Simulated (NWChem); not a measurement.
# RbBr (SMILES [Br][Rb]): PBE0/jorge-TZP

What is the vertical ionisation energy of RbBr at PBE0/jorge-TZP? 

The calculation is run with NWChem 7.3.0.

2 further runs of the same task are left out: 2 set aside as unsound or not needed.

### 1 The molecule

RbBr has 2 atoms, charge 0, and is taken as a singlet. As SMILES, `[Br][Rb]`. The bond length is the measured one.

Bond lengths: Br1–Rb2 2.945 Å.

### 2 The energy at PBE0/jorge-TZP

Contents of a.nw:

```
start a
title "BrRb"
memory 2200 mb

geometry units angstrom noautosym nocenter noautoz
  Br     0.000000     0.000000     0.000000
  Rb     0.000000     0.000000     2.944744
end

basis "ao basis" spherical bse
  * library jorge-TZP
end

dft
  xc pbe0
  grid fine
  convergence energy 1e-08
  iterations 100
  mulliken
  noprint "final vectors analysis"
end

task dft
```

Launch:

```console
nwchem a.nw > a.out
```

Standard output:

```text
[...]
          Wavefunction type:  closed shell.
          No. of atoms     :     2
          No. of electrons :    72
[...]
          Charge           :     0
          Spin multiplicity:     1
[...]
          AO basis - number of functions:   117
[...]
              XC Information
              --------------
                         PBE0 Method XC Functional
                     Hartree-Fock (Exact) Exchange  0.250
          PerdewBurkeErnzerhof Exchange Functional  0.750
            Perdew 1991 LDA Correlation Functional  1.000 local
           PerdewBurkeErnz. Correlation Functional  1.000 non-local
[...]
 d= 0,ls=0.0,diis     1  -5513.4816727127 -5.75D+03  8.08D-03  1.25D+01     7.9
[...]
 d= 0,ls=0.0,diis     8  -5513.5279300835 -2.17D-09  7.33D-07  1.34D-08    42.5
         Total DFT energy =    -5513.527930083518
      One electron energy =    -8131.219508928426
           Coulomb energy =     2575.400788540585
    Exchange-Corr. energy =     -190.423679087451
 Nuclear repulsion energy =      232.714469391774
[...]
      Total Density - Mulliken Population Analysis
     ---------------------------------------------
    Atom       Charge   Shell Charges
 -----------   ------   -------------------------------------------------------
    1 Br  35    35.63   0.44  0.80  0.65  0.18  1.92  0.97  1.00  1.06  0.94  5.67  1.14  5.05  1.11  2.88  1.82  5.44  3.54  1.01  0.00  0.00  0.00
    2 Rb  37    36.37   0.53  0.73  0.71  2.02  2.12  0.09  1.35  0.46  0.04  5.84  1.56  4.56  5.01  1.01  0.06  0.03  9.97  0.07  0.15  0.06
[...]
```

Run time: 43 s. Hardware: 1 thread of Intel Xeon Platinum 8259CL at 2.50GHz (Skylake/Cascade Lake), shared host; peak memory 0.13 GiB.

### 3 The doublet cation

Contents of nw.nw:

```
start nw
memory total 2200 mb
charge 1
geometry noautosym nocenter noautoz
Br       0.000000       0.000000       0.000000
Rb       0.000000       0.000000       2.944744
end
basis spherical bse
* library jorge-TZP
end
dft
xc pbe0
mult 2
grid fine
convergence energy 1e-08
iterations 100
mulliken
noprint "final vectors analysis"
end
task dft energy
```

Launch:

```console
nwchem nw.nw > nw.out
```

Standard output:

```text
[...]
          Wavefunction type:  spin polarized.
          No. of atoms     :     2
          No. of electrons :    71
[...]
          Charge           :     1
          Spin multiplicity:     2
[...]
          AO basis - number of functions:   117
[...]
              XC Information
              --------------
                         PBE0 Method XC Functional
                     Hartree-Fock (Exact) Exchange  0.250
          PerdewBurkeErnzerhof Exchange Functional  0.750
            Perdew 1991 LDA Correlation Functional  1.000 local
           PerdewBurkeErnz. Correlation Functional  1.000 non-local
[...]
 d= 0,ls=0.0,diis     1  -5512.9536284013 -5.75D+03  8.39D-03  7.17D+00     8.2
[...]
 d= 0,ls=0.0,diis     8  -5513.2250570618 -9.99D-10  1.98D-07  1.45D-09    47.6
[...]
         Total DFT energy =    -5513.225057061823
      One electron energy =    -8112.797699307913
           Coulomb energy =     2557.028650998562
    Exchange-Corr. energy =     -190.170478144244
 Nuclear repulsion energy =      232.714469391774
[...]
      Total Density - Mulliken Population Analysis
     ---------------------------------------------
    Atom       Charge   Shell Charges
 -----------   ------   -------------------------------------------------------
    1 Br  35    34.86   0.44  0.80  0.65  0.18  1.92  0.98  0.99  1.14  0.90  5.66  1.14  5.05  1.07  2.83  1.10  5.45  3.54  1.01  0.00  0.00  0.00
    2 Rb  37    36.14   0.53  0.73  0.71  2.02  2.12  0.09  1.35  0.45  0.01  5.84  1.56  4.56  5.03  1.01  0.01  0.00  9.97  0.05  0.05  0.03
[...]
      <S2> =      0.7507 (Exact =     0.7500)
[...]
```

Wall time 48 s (1 thread of Intel Xeon Platinum 8259CL at 2.50GHz (Skylake/Cascade Lake), shared host); peak memory 0.13 GiB.

### 4 Outcome

Level: PBE0/jorge-TZP.

```
                                          quantity           value
                        singlet RbBr: total energy  -5513.52793 Eh
                       singlet RbBr: dipole moment         11.07 D
                      doublet cation: total energy  -5513.22506 Eh
                              doublet cation: ⟨S²⟩           0.751
vertical ionisation energy (to the doublet cation)        8.242 eV
```

The vertical ionisation energy comes to 8.24 eV (190 kcal/mol).
